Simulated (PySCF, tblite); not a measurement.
# H10NPSi4, a small gas-phase stand-in for a defect centre: NMR shifts, core binding energies and electronic excitations, part 2 of 2

tblite 0.8.0 and PySCF 2.14.0. Atoms count from 0, parts from 1. The steps go on from the part before.

## 5. X-ray photoelectron lines: SCAN, X2C

The job: settings as JSON, then the geometry in Å.

```
{"job": {"kind": "xps", "holes": 5}, "charge": 0, "multiplicity": 1}
Si    -0.466963     1.385220    -1.050169
N     -1.133093     0.103499    -0.052236
Si    -0.522488    -0.544746     1.481647
Si    -2.617417    -0.662174    -0.656499
P      1.415590     2.023693     0.120029
Si     2.681020     0.235029    -0.437397
H     -1.691679    -1.005783     2.291857
H      0.229688     0.512811     2.213293
H      0.368503    -1.715688     1.228408
H     -2.425696    -2.143523    -0.713135
H     -2.894855    -0.126248    -2.019317
H     -3.762048    -0.369686     0.257112
H      1.858964     2.805161    -0.991948
H      4.013946     0.727620    -0.894026
H      2.847701    -0.626112     0.769288
H      2.087484    -0.610294    -1.524784
```

Level: delta-SCF UKS SCAN, pcX-2 on the ionised atom, pcseg-1 elsewhere, spin-free X2C.

Output:

```text
ground state, core basis on atom 0 (Si), 196 functions
  cycle   1  E = -1563.03047523  |g| = 5.38e-01
  cycle   2  E = -1562.73059183  |g| = 1.18e+00
  cycle   3  E = -1563.09163681  |g| = 1.75e-01
  cycle   4  E = -1563.09973643  |g| = 7.51e-02
  cycle   5  E = -1563.10179882  |g| = 2.85e-02
  cycle   6  E = -1563.10208821  |g| = 5.90e-03
  cycle   7  E = -1563.10209794  |g| = 1.96e-03
  cycle   8  E = -1563.10210340  |g| = 6.55e-04
  cycle   9  E = -1563.10210499  |g| = 1.56e-04
  E(ground) = -1563.21253487 Eh
hole in Si 2p of atom 0
  cycle   1  E = -1558.81142591  |g| = 1.23e+00
  cycle   2  E = -1557.48966947  |g| = 1.67e+00
  cycle   3  E = -1558.81156440  |g| = 6.06e-01
  cycle   4  E = -1559.06680700  |g| = 3.34e-01
  cycle   5  E = -1559.10486445  |g| = 2.76e-01
  cycle   6  E = -1559.15405306  |g| = 1.10e-01
  cycle   7  E = -1559.15976659  |g| = 3.55e-02
  cycle   8  E = -1559.16064145  |g| = 5.59e-03
  cycle   9  E = -1559.16066593  |g| = 3.21e-03
  cycle  10  E = -1559.16067800  |g| = 1.64e-03
  cycle  11  E = -1559.16068489  |g| = 1.09e-03
  cycle  12  E = -1559.16069168  |g| = 5.53e-04
  cycle  13  E = -1559.16069335  |g| = 2.44e-04
  E(ion) = -1559.28283533 Eh   <S^2> = 0.7731   hole on atom = 1.003   binding energy = 106.933 eV
  2p3/2 = 106.617 eV   2p1/2 = 107.254 eV
ground state, core basis on atom 1 (N), 185 functions
  cycle   1  E = -1563.02175500  |g| = 7.38e-02
  cycle   2  E = -1563.02162285  |g| = 2.46e-02
  cycle   3  E = -1563.02135060  |g| = 3.52e-02
  cycle   4  E = -1563.02189214  |g| = 2.58e-03
  cycle   5  E = -1563.02189453  |g| = 1.15e-03
  cycle   6  E = -1563.02189352  |g| = 3.35e-04
  E(ground) = -1563.17166496 Eh
hole in N 1s of atom 1
  cycle   1  E = -1547.42367397  |g| = 1.88e+00
  cycle   2  E = -1545.87857645  |g| = 2.46e+00
  cycle   3  E = -1547.95941235  |g| = 5.77e-01
  cycle   4  E = -1547.69579928  |g| = 7.07e-01
  cycle   5  E = -1548.16302244  |g| = 1.45e-01
  cycle   6  E = -1548.17605327  |g| = 4.30e-02
  cycle   7  E = -1548.17728690  |g| = 1.19e-02
  cycle   8  E = -1548.17741364  |g| = 2.73e-03
  cycle   9  E = -1548.17741795  |g| = 1.32e-03
  cycle  10  E = -1548.17741924  |g| = 5.28e-04
  cycle  11  E = -1548.17741915  |g| = 2.53e-04
  E(ion) = -1548.32527227 Eh   <S^2> = 0.7700   hole on atom = 1.000   binding energy = 403.991 eV
ground state, core basis on atom 2 (Si), 196 functions
  cycle   1  E = -1563.10074283  |g| = 2.88e-01
  cycle   2  E = -1563.10042957  |g| = 6.16e-02
  cycle   3  E = -1563.09866379  |g| = 1.01e-01
  cycle   4  E = -1563.10095343  |g| = 2.13e-02
  cycle   5  E = -1563.10106447  |g| = 2.32e-03
  cycle   6  E = -1563.10106630  |g| = 5.94e-04
  cycle   7  E = -1563.10106289  |g| = 1.49e-04
  E(ground) = -1563.21189262 Eh
hole in Si 2p of atom 2
  cycle   1  E = -1558.81052951  |g| = 1.23e+00
  cycle   2  E = -1557.50043936  |g| = 1.58e+00
  cycle   3  E = -1558.67171075  |g| = 7.92e-01
  cycle   4  E = -1559.09515956  |g| = 3.01e-01
  cycle   5  E = -1559.12503651  |g| = 1.95e-01
  cycle   6  E = -1559.14190476  |g| = 4.82e-02
  cycle   7  E = -1559.14363432  |g| = 1.61e-02
  cycle   8  E = -1559.14382130  |g| = 6.98e-03
  cycle   9  E = -1559.14386103  |g| = 2.02e-03
  cycle  10  E = -1559.14386346  |g| = 3.98e-04
  E(ion) = -1559.26552958 Eh   <S^2> = 0.7525   hole on atom = 1.002   binding energy = 107.386 eV
  2p3/2 = 107.154 eV   2p1/2 = 107.778 eV
ground state, core basis on atom 3 (Si), 196 functions
  cycle   1  E = -1563.10098154  |g| = 2.89e-01
  cycle   2  E = -1563.10097577  |g| = 4.74e-02
  cycle   3  E = -1563.10036597  |g| = 6.01e-02
  cycle   4  E = -1563.10119095  |g| = 2.59e-02
  cycle   5  E = -1563.10135181  |g| = 1.88e-03
  cycle   6  E = -1563.10135235  |g| = 3.88e-04
  E(ground) = -1563.21201493 Eh
hole in Si 2p of atom 3
  cycle   1  E = -1558.81155563  |g| = 1.23e+00
  cycle   2  E = -1557.16126689  |g| = 1.65e+00
  cycle   3  E = -1558.60348139  |g| = 8.30e-01
  cycle   4  E = -1559.09733725  |g| = 2.83e-01
  cycle   5  E = -1559.11556285  |g| = 2.35e-01
  cycle   6  E = -1559.14102312  |g| = 4.86e-02
  cycle   7  E = -1559.14263718  |g| = 1.19e-02
  cycle   8  E = -1559.14271501  |g| = 6.48e-03
  cycle   9  E = -1559.14274821  |g| = 1.84e-03
  cycle  10  E = -1559.14275204  |g| = 5.79e-04
  cycle  11  E = -1559.14275030  |g| = 1.63e-04
  E(ion) = -1559.26391081 Eh   <S^2> = 0.7518   hole on atom = 1.002   binding energy = 107.433 eV
  2p3/2 = 107.200 eV   2p1/2 = 107.824 eV
ground state, core basis on atom 4 (P), 196 functions
  cycle   1  E = -1563.11730043  |g| = 3.40e-01
  cycle   2  E = -1563.11645423  |g| = 6.13e-02
  cycle   3  E = -1563.11347040  |g| = 1.09e-01
  cycle   4  E = -1563.11790388  |g| = 1.17e-02
  cycle   5  E = -1563.11792810  |g| = 6.35e-03
  cycle   6  E = -1563.11793769  |g| = 1.28e-03
  cycle   7  E = -1563.11794056  |g| = 3.15e-04
  E(ground) = -1563.24010989 Eh
hole in P 2p of atom 4
  cycle   1  E = -1557.70524177  |g| = 1.39e+00
  cycle   2  E = -1555.98879865  |g| = 1.86e+00
  cycle   3  E = -1557.74004903  |g| = 6.83e-01
  cycle   4  E = -1558.05818376  |g| = 3.50e-01
  cycle   5  E = -1558.09251047  |g| = 2.37e-01
  cycle   6  E = -1558.12153274  |g| = 4.68e-02
  cycle   7  E = -1558.12276656  |g| = 2.39e-02
  cycle   8  E = -1558.12318286  |g| = 4.52e-03
  cycle   9  E = -1558.12319737  |g| = 1.35e-03
  cycle  10  E = -1558.12320067  |g| = 7.22e-04
  cycle  11  E = -1558.12320021  |g| = 2.80e-04
  E(ion) = -1558.25636376 Eh   <S^2> = 0.7550   hole on atom = 1.002   binding energy = 135.615 eV
  2p3/2 = 135.363 eV   2p1/2 = 136.252 eV
```

Wall time 52 s (1 thread of Intel Xeon Platinum 8488C, shared host); peak memory 0.8 GiB.

Binding energies by hole, beside the orbital energy of the ground state; the difference holds orbital relaxation and, for a density functional, its self-interaction error:

| hole | stands for | environment | ΔSCF (eV; 2p as the shell's mean) | −ε (eV) | ⟨S²⟩ |
| --- | --- | --- | --- | --- | --- |
| Si2p on Si0 | Si0 | silicon bonded to N, P | 106.83 | 96.7 | 0.773 |
| N1s on N1 | N1 | nitrogen bonded to 3 Si | 403.99 | 386.3 | 0.770 |
| Si2p on Si2 | Si2 | silicon bonded to N, 3 H | 107.36 | 96.8 | 0.753 |
| Si2p on Si3 | Si3 | silicon bonded to N, 3 H | 107.41 | 96.8 | 0.752 |
| P2p on P4 | P4 | phosphorus bonded to 2 Si, H | 135.66 | 125.4 | 0.755 |

With the spin-orbit splitting: Si0 2p3/2 106.62, 2p1/2 107.25 eV; Si2 2p3/2 107.15, 2p1/2 107.78 eV; Si3 2p3/2 107.20, 2p1/2 107.82 eV; P4 2p3/2 135.36, 2p1/2 136.25 eV. The table gives each 2p level as the mean over the whole 2p shell (two parts 2p3/2, one part 2p1/2), which differs a little from the single hole in the log.

## 6. Ultraviolet spectrum: CAM-B3LYP/def2-SVPD

The job, as its differences from that of step 5:

```diff
@@ -1,2 +1,2 @@
-{"job": {"kind": "xps", "holes": 5}, "charge": 0, "multiplicity": 1}
+{"job": {"kind": "uv", "xc": "CAM-B3LYP", "basis": "def2-SVPD", "nstates": 6, "ntriplets": 2, "ip": true}, "charge": 0, "multiplicity": 1}
 Si    -0.466963     1.385220    -1.050169
```

Method: TDDFT CAM-B3LYP/def2-SVPD, vertical, gas phase, core orbitals frozen in the response.

Output:

```text
coarse grid: 15384 points
cycle   1  E = -1559.3579255573  dE = -7.492e-02  |g| = 4.503e-01  |ddm| = 4.427e+00
cycle   2  E = -1559.3401959245  dE =  1.773e-02  |g| = 5.568e-01  |ddm| = 1.184e+00
cycle   3  E = -1559.4101594962  dE = -6.996e-02  |g| = 8.269e-02  |ddm| = 6.053e-01
cycle   4  E = -1559.4119468527  dE = -1.787e-03  |g| = 2.607e-02  |ddm| = 1.863e-01
cycle   5  E = -1559.4122097950  dE = -2.629e-04  |g| = 6.189e-03  |ddm| = 6.741e-02
cycle   6  E = -1559.4122262877  dE = -1.649e-05  |g| = 1.196e-03  |ddm| = 1.692e-02
cycle   7  E = -1559.4122275039  dE = -1.216e-06  |g| = 4.136e-04  |ddm| = 5.437e-03
final grid: 124344 points
cycle   8  E = -1559.6025619149  dE = -6.259e-06  |g| = 1.521e-03  |ddm| = 3.307e-02
cycle   9  E = -1559.6025614916  dE =  4.233e-07  |g| = 2.122e-03  |ddm| = 4.840e-03
cycle  10  E = -1559.6025624740  dE = -9.824e-07  |g| = 1.419e-04  |ddm| = 2.000e-03
cycle  11  E = -1559.6025624811  dE = -7.067e-09  |g| = 5.560e-05  |ddm| = 4.547e-04
cycle  12  E = -1559.6025624826  dE = -1.512e-09  |g| = 1.076e-05  |ddm| = 1.588e-04
cycle  13  E = -1559.6025624827  dE = -9.459e-11  |g| = 4.682e-06  |ddm| = 4.213e-05
converged SCF energy = -1559.6025624827

Static polarisability (au): isotropic 149.621, principal 125.443 141.912 181.507

Singlet excitations
state   eV       nm        f      main configurations
  1   2.9995    413.3   0.00881   H->L 0.98
  2   4.8214    257.2   0.01582   H->L+1 0.53, H-1->L 0.40
  3   5.1316    241.6   0.14475   H-1->L 0.55, H->L+1 0.37
  4   5.5569    223.1   0.01758   H->L+3 0.82
  5   5.5884    221.9   0.01128   H->L+4 0.50, H-2->L 0.16, H->L+5 0.15
  6   5.7992    213.8   0.13225   H-2->L 0.46, H->L+5 0.27, H->L+2 0.14

Triplet excitations (Tamm-Dancoff, eV): 1.9398 4.1789
Vertical ionisation energy (delta-SCF) = 7.8806 eV
Vertical electron affinity (delta-SCF) = 0.5328 eV
```

It took 1.8 min on 1 thread of Intel Xeon Platinum 8488C, shared host; peak memory 1.3 GiB.

Frontier orbitals and where they lie:

| orbital | eV | atoms |
| --- | --- | --- |
| HOMO−3 | -10.49 | Si0 22 %, P4 18 %, N1 17 % |
| HOMO−2 | -9.69 | N1 38 %, Si0 10 %, Si2 10 % |
| HOMO−1 | -9.01 | P4 48 %, Si5 15 %, Si0 11 % |
| HOMO | -7.33 | Si0 48 %, P4 32 %, N1 8 % |
| LUMO | -0.98 | Si0 59 %, N1 14 %, P4 12 % |
| LUMO+1 | 0.38 | Si2 15 %, Si3 13 %, Si0 13 % |
| LUMO+2 | 1.03 | Si2 21 %, Si5 18 %, Si3 12 % |

With each of the 6 states as a Gaussian band of 0.4 eV half-width at 1/e, the curve within the window shown has maxima at 413 nm (ε 360), 238 nm (ε 7,000), 219 nm (ε 6,900) L/(mol cm). Beyond the last state computed it falls off for lack of states. The curve at chosen wavelengths:

(nm, ε (L/mol/cm)): (203, 3271), (216, 6813), (228, 6740), (241, 6918), (253, 4853), (266, 1975), (278, 614), (291, 136), (303, 29), (316, 6), (328, 9), (341, 29), (353, 70), (366, 141), (378, 220), (391, 298), (403, 344), (416, 356), (428, 333), (441, 285), (453, 231), (466, 173), (478, 127), (491, 87), (503, 59), (516, 38)

Ground-state properties from the same run:

| property | computed |
| --- | --- |
| dipole moment (D) | 0.96 |
| polarisability (Å³) | 22.17 |
| HOMO–LUMO gap (eV) | 6.35 |
| −ε(HOMO) (eV) | 7.33 |

## 7. Summary of results

What follows sums up all 2 parts.

| quantity | value |
| --- | --- |
| point group | C1 |
| rotational constants (main isotopes) | 1.93, 0.73, 0.64 GHz |
| 1H shifts against TMS (PBE0/pcSseg-1) | 5.47, 5.01, 4.98, 4.96, 4.87, 4.74, 4.02, 3.96, 3.95, 2.54 ppm |
| 29Si shifts against TMS (PBE0/pcSseg-1) | 422.6, -35.1, -54.1, -106.1 ppm |
| 15N shifts against NH3 (PBE0/pcSseg-1) | 152.4 ppm |
| 31P shifts against H3PO4 (PBE0/pcSseg-1) | -175.9 ppm |
| Si2p binding energies, SCAN/pcX-2 (standing for 3 of 4 atoms) | Si3 107.41, Si2 107.36, Si0 106.83 eV |
| N1s binding energies, SCAN/pcX-2 | N1 403.99 eV |
| P2p binding energies, SCAN/pcX-2 | P4 135.66 eV |
| lowest singlet (CAM-B3LYP/def2-SVPD) | 3.00 eV (413 nm), f = 0.009 |
| brightest single state of those computed | state 3, 5.13 eV, f = 0.145 |
| lowest triplet | 1.94 eV |
| vertical ionisation energy (ΔSCF) | 7.88 eV |
| vertical electron affinity (ΔSCF) | 0.53 eV |

In words: The start of the PBE0/def2-SVP relaxation was shaken at random by about 0.01 Å, so part of the energy gained, and of the first lengths quoted, undoes that. Relaxing lowered the energy by 0.499 eV in 15 steps; the close pair that moved most is Si0–P4, from 2.227 to 2.307 Å (PBE0/def2-SVP). Hydrogens of an XH3 group are listed apart at this fixed geometry; free rotation makes them one line at their mean. At PBE0/pcSseg-1: Shielding is most anisotropic at Si0 (span 899 ppm, paramagnetic term -949 ppm). At SCAN/pcX-2: Si3 (silicon bonded to N, 3 H) binds its Si2p electron 0.58 eV more tightly than Si0 (silicon bonded to N, P). Only 3 of the 4 Si atoms are covered by sound results. The lowest singlet, at 3.00 eV, is HOMO→LUMO 0.98 and is weak; of the 6 states computed, the strongest absorption comes from state 3 at 5.13 eV (the last state computed absorbs too, and its partners may lie past the list). The lowest triplet lies 1.06 eV below the lowest singlet (triplets in Tamm-Dancoff, singlets in full TDDFT). The orbital energy would give 7.33 eV for ionisation, ΔSCF gives 7.88 eV. A capped cluster stands for the solid here, so long-range fields and strain are missing, and bands or shifts of the capping hydrogens have no counterpart in it.
